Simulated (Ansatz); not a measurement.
Runs of Ansatz 0.2.0 on GeW. It takes space group Fm-3m (No. 225, cubic). The conventional cell has a = 5.155 Å, b = 5.155 Å, c = 5.155 Å, α = 90.00°, β = 90.00°, γ = 90.00°. Ge (site symmetry m-3m) has 6 W at 2.58 Å as nearest neighbours. W (site symmetry m-3m) has 6 Ge at 2.58 Å as nearest neighbours. The cell was built by a generator and needn't be a form met in nature.

```tsv
potentials or basis	cutoff (eV)	gap on the mesh (eV)	pressure (GPa)
Ansatz PAW earlier set	820	none	0.3
PseudoDojo standard (PBE files)	1061	none	(a)
PseudoDojo stringent (PBE files)	1687	none	0.3
Ansatz PAW earlier set	880	none	0.3
JTH PAW	1290	none	0.7
SPMS NC	680	none	0.4
Ansatz PAW	420	none	0.2
```

Alike in all rows: task band structure; level PBE; no spin polarisation; cell as given; k mesh 9 × 9 × 9; smearing fermi-dirac 0.05 eV.

Question: Fill in the values left out.

Answer: (a) 0.5.

Caveats: spin-orbit coupling is left out, which moves the levels of the heavy elements.

A k mesh can miss the band edges, and the runs leave out spin-orbit coupling on Ge, W.

A gap of «none» marks a metal or a gap under the smearing width.

The runs don't all hold the same shells in valence.
